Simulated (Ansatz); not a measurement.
# H₃NOSi, SMILES N[Si]O: the interaction energy of a dimer with the counterpoise correction

Computed with the Python package of Ansatz (0.2.0).

The cells in order, each with its output:

**Cell 1**
```python
import ansatz as az
```

**Cell 2**
```python
BASIS_SET = "def2-SVPD"
XC = "hf"
```

**Cell 3**
```python
FIRST = [
    ("N", (-0.8283, 0.003, -0.2548)),
    ("Si", (0.6304, -0.6052, -0.6716)),
    ("O", (1.4819, -0.1858, 0.6496)),
    ("H", (-1.4844, -0.1158, -1.0062)),
    ("H", (-0.8069, 1.0542, -0.2073)),
    ("H", (1.0075, -0.1506, 1.4903)),
]
SECOND = [
    ("N", (0.8963, 4.5059, 1.6266)),
    ("Si", (0.1182, 4.1703, 0.229)),
    ("O", (-1.2053, 3.4391, 0.8292)),
    ("H", (1.7927, 4.9181, 1.4376)),
    ("H", (1.2086, 3.6264, 2.1132)),
    ("H", (-1.519, 3.7308, 1.695)),
]
```

**Cell 4**
```python
def energy(atoms, ghosts=()):
    molecule = az.Crystal.molecule()
    for symbol, xyz in atoms:
        molecule = molecule.atom(symbol, xyz)
    calc = (
        molecule.calculation()
        .basis(gaussian=BASIS_SET)
        .functional(XC)
    )
    deck = calc.input()
    if ghosts:
        deck = deck.set(az.key.basis.gaussian.ghost_atoms, [{"symbol": s, "position_ang": list(xyz)} for s, xyz in ghosts])
    return az.Session.from_dict(deck).plan().execute().report["free_energy_ev"]
```

**Cell 5**
```python
# ghost atoms carry the functions of the partner
both = energy(FIRST + SECOND)
alone = energy(FIRST) + energy(SECOND)
ghosted = energy(FIRST, SECOND) + energy(SECOND, FIRST)
print(f"dimer {both:.6f} eV")
print(f"interaction, uncorrected   {(both - alone):8.3f} eV")
print(f"interaction, counterpoise  {(both - ghosted):8.3f} eV")
print(f"basis-set superposition    {(alone - ghosted):8.3f} eV")
```
Output:
```text
dimer -22848.301434 eV
interaction, uncorrected     -0.081 eV
interaction, counterpoise    -0.055 eV
basis-set superposition       0.026 eV
```

Uncorrected it is -0.081 eV, with the counterpoise correction -0.055 eV; the difference, 0.03 eV, is the superposition error.

Notes:
- Total energies depend on the basis set; only differences at equal settings carry meaning.
- The dimer is a generated trial pose of unrelaxed monomers, not a minimum, so the figure is no binding energy, and the basis set is small.
- Hartree-Fock leaves correlation out, so bond, atomisation and ionisation energies come out well too low.
- This level lacks the dispersion part of the attraction (electrostatics and induction are there), which can decide the sign where the interaction is weak.
- Timing: 14 s on 1 thread of Arm Neoverse V2, with other jobs on the host, peak memory 0.55 GiB.

(Lines on the test bed's own set-up are left out of the output.)
